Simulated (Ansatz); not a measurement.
# HfRh3: the cost of one run

Computed with Ansatz 0.2.0 through its Python package. Level of theory: DFT LDA, plane waves, norm-conserving potentials.

## 1. Starting point

It takes space group Pm-3m (No. 221, cubic). The conventional cell has a = 3.911 Å, b = 3.911 Å, c = 3.911 Å, α = 90.00°, β = 90.00°, γ = 90.00°. Hf (site symmetry m-3m) is surrounded by 12 Rh at 2.77 Å. Rh (site symmetry 4/mmm) is surrounded by 4 Hf at 2.77 Å and 8 Rh at 2.77 Å.

The script holds or builds the structure itself.

## 2. The code

relax_hfrh3.py

```python
"""Geometry optimisation of HfRh3 from a disturbed start."""

from collections import Counter
import json

import ansatz as az
from ase import Atoms
from ase.data import atomic_numbers
from ase.io import write
import matplotlib.pyplot as plt
import numpy as np
from pymatgen.core import Structure
from pymatgen.core import Lattice, Structure
from pymatgen.io.ase import AseAtomsAdaptor
import spglib

pmg_structure = Structure(
    Lattice([[3.911, 0.0, 0.0], [0.0, 3.911, 0.0], [0.0, 0.0, 3.911]]),
    ["Hf", "Rh", "Rh", "Rh"],
    [
        [0.0, 0.0, 0.0],
        [0.0, 0.5, 0.5],
        [0.5, 0.0, 0.5],
        [0.5, 0.5, 0.0],
    ],
)
structure = az.Crystal.from_ase(AseAtomsAdaptor.get_atoms(pmg_structure))
# a displaced start

calc = structure.move(1, to=[0.012784, 0.487216, 0.512784]).fix(2).calculation()
calc = calc.functional("lda")
calc = calc.pseudopotentials("nc").kpoints(4, center="gamma")
calc = calc.occupations("methfessel_paxton")
calc = calc.scf(tolerance=1e-08)
calc = calc.relax(force_tolerance=0.1, max_displacement=0.3)
result = calc.run(events_out="hfrh3.ndjson")
with open("hfrh3.ndjson") as stream:
    events = [json.loads(line) for line in stream]
steps = [e["data"] for e in events if e["event"] == "relax_step"]
report = result.report
print("step   energy (eV)     max comp. (eV/A)  SCF")
for s in steps:
    print(f"{s['step']:4d} {s['lagrangian_ev']:15.5f} {s['allowed_force_max_ev_ang']:12.4f} {s['n_scf']:5d}")

first, last = steps[0], steps[-1]
symbols = [site.symbol for site in result.lattice.sites]
print(f"energy gained {first['lagrangian_ev'] - last['lagrangian_ev']:.4f} eV in {len(steps) - 1} steps")

print("relaxed fractional positions")
for site in result.lattice.sites:
    print(f"  {site.symbol:2s}", " ".join(f"{v % 1:8.5f}" for v in np.round(site.position_frac, 5)))

fig, (top, bottom) = plt.subplots(2, 1, sharex=True, figsize=(4.5, 4))
top.plot([s["lagrangian_ev"] - last["lagrangian_ev"] for s in steps], "o-")
top.set_ylabel("E - E(final) (eV)")
bottom.semilogy([max(s["allowed_force_max_ev_ang"], 1e-6) for s in steps], "s-")
bottom.set(xlabel="step", ylabel="largest force (eV/A)")
fig.tight_layout()
fig.savefig("relax.png", dpi=100)

fractions = [site.position_frac for site in result.lattice.sites]
numbers = [atomic_numbers[s] for s in symbols]
for tolerance in (1e-3, 1e-2, 1e-1):
    print(f"space group at {tolerance} A:", spglib.get_spacegroup((result.lattice.cell_ang, fractions, numbers), symprec=tolerance))

relaxed = Atoms(symbols, positions=[site.position_ang for site in result.lattice.sites], cell=result.lattice.cell_ang, pbc=True)
write("relaxed.extxyz", relaxed, format="extxyz")

energy = report["free_energy_ev"]
print("HfRh3: {:.6f} eV = {:.6f} Ry = {:.6f} Ha".format(energy, energy / 13.605693, energy / 27.211386))
print("Fermi level {:.4f} eV, {} k-points, {} symmetry operations".format(report["fermi_energy_ev"], report["n_kpoints"], report["n_symmetry_ops"]))

final = Structure(result.lattice.cell_ang, [s.symbol for s in result.lattice.sites], [s.position_frac for s in result.lattice.sites])
# first shell of each atom, within 15 % of its shortest distance
for index, site in enumerate(final):
    near = final.get_neighbors(site, 4.5)
    edge = 1.15 * min(n.nn_distance for n in near)
    shell = Counter((round(n.nn_distance, 2), n.specie.symbol) for n in near if n.nn_distance < edge)
    print(f"{index:2d} {site.specie.symbol:2s}", ", ".join(f"{count} {symbol} at {d:.2f}" for (d, symbol), count in sorted(shell.items())))

print("energy terms (eV)")
for term, value in report["components"].items():
    if abs(value) > 1e-9:
        print(f"  {term:26s} {value:16.5f}")
```

## 3. Launch

Command:

```sh
> python relax_hfrh3.py
```

Q: Estimate wall time and peak memory on 1 thread of Arm Neoverse V1, shared host.

About 86 s, with a peak of 0.59 GiB.
